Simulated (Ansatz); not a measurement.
# C2H6AlClSi: a ladder of functionals and wavefunction methods

One table from this session's results is given with a row withheld; the runs are named, their logs left out.

The runs use Ansatz 0.2.0, Gaussian basis; functionals in def2-TZVPP, the program's frozen cores in correlated methods.

Plan: PBE-D4, r2SCAN-D4, PBE0-D4, B3LYP-D4, ωB97X-V, ωB97M-V, B2PLYP; CCSD(T)/def2-TZVPP; MP2/def2-QZVPP; extrapolation to the limit.

## The relaxed structure

The geometry comes from an earlier relaxation with PBE0-D4 in a triple-zeta def2 set; it is a stationary point, not always the lowest conformer.

SMILES `[AlH2][C]1(Cl)C[SiH2]1`, 11 atoms, charge 0, spin multiplicity 1.

Atoms are counted from 1 here; the program's logs count them from 0.

Bond lengths: Al1–C2 1.946 Å, Al1–H6 1.584 Å, Al1–H7 1.582 Å, C2–Cl3 1.850 Å, C2–C4 1.520 Å, C2–Si5 1.838 Å, C4–Si5 1.859 Å, C4–H8 1.086 Å, C4–H9 1.089 Å, Si5–H10 1.478 Å, Si5–H11 1.477 Å. Angles: C2–Al1–H6 117.8°, C2–Al1–H7 118.4°, H6–Al1–H7 123.7°, Al1–C2–Cl3 80.9°, Al1–C2–C4 134.3°, Al1–C2–Si5 140.7°, Cl3–C2–C4 117.3°, Cl3–C2–Si5 123.0°, C4–C2–Si5 66.4°, C2–C4–Si5 65.0°, C2–C4–H8 117.0°, C2–C4–H9 116.3°, Si5–C4–H8 126.7°, Si5–C4–H9 111.8°, H8–C4–H9 112.3°, C2–Si5–C4 48.5°, C2–Si5–H10 118.4°, C2–Si5–H11 119.8° and more.

Set-up of the first run:

in.yaml reads:

```yaml
crystal:
  periodic: [false, false, false]
  atoms:
    - {symbol: Al, position_ang: [0.424656, 2.000422, 0.157074]}
    - {symbol: C, position_ang: [0.201558, 0.066995, 0.159766]}
    - {symbol: Cl, position_ang: [1.537795, 0.210340, 1.431604]}
    - {symbol: C, position_ang: [-0.957499, -0.866274, 0.467501]}
    - {symbol: Si, position_ang: [0.071865, -1.350730, -1.002192]}
    - {symbol: H, position_ang: [-0.492781, 2.851528, 1.127656]}
    - {symbol: H, position_ang: [1.452059, 2.637025, -0.863303]}
    - {symbol: H, position_ang: [-1.954921, -0.437324, 0.448491]}
    - {symbol: H, position_ang: [-0.817285, -1.549888, 1.303394]}
    - {symbol: H, position_ang: [-0.328836, -1.080999, -2.398660]}
    - {symbol: H, position_ang: [0.928687, -2.537995, -0.810731]}
basis:
  gaussian: {orbitals: def2-TZVPP}
hamiltonian: {xc: pbe, dispersion: d4}
output: {forces: true, orbitals: {seedname: orbitals}}
```

Launch:

```console
ansatz run in.yaml --threads 4 --pin off --events-out ev --progress --plain --max-ram 10444MiB
```

Among the steps run: PBE-D4 (GGA); r2SCAN-D4 (meta-GGA); PBE0-D4 (hybrid); B3LYP-D4 (hybrid); ωB97X-V (range-separated); ωB97M-V (range-separated); B2PLYP (double hybrid); CCSD(T) in def2-TZVPP; MP2 in def2-QZVPP.

One table of the session follows, with a row left open; its other results are not shown here.

It belongs to the step «Atomisation energies». 

| method | atomisation energy (kJ/mol) |
| --- | --- |
| PBE-D4 | 3599.2 |
| r2SCAN-D4 | 3575.7 |
| PBE0-D4 | 3557.6 |
| B3LYP-D4 | ? |
| ωB97X-V | 3571.4 |
| ωB97M-V | 3565.6 |
| B2PLYP | 3491.1 |
| HF/def2-TZVPP | 2586.5 |
| MP2/def2-TZVPP | 3501.6 |
| CCSD/def2-TZVPP | 3392.5 |
| CCSD(T)/def2-TZVPP | 3451.4 |
| MP2/CBS | 3600.0 |
| CCSD(T)/CBS | 3549.8 |

**Question.** Estimate the row for B3LYP-D4.

As computed: atomisation energy (kJ/mol): 3532.6. In the column «atomisation energy (kJ/mol)» it lies between MP2/def2-TZVPP (3501.6) and CCSD(T)/CBS (3549.8).
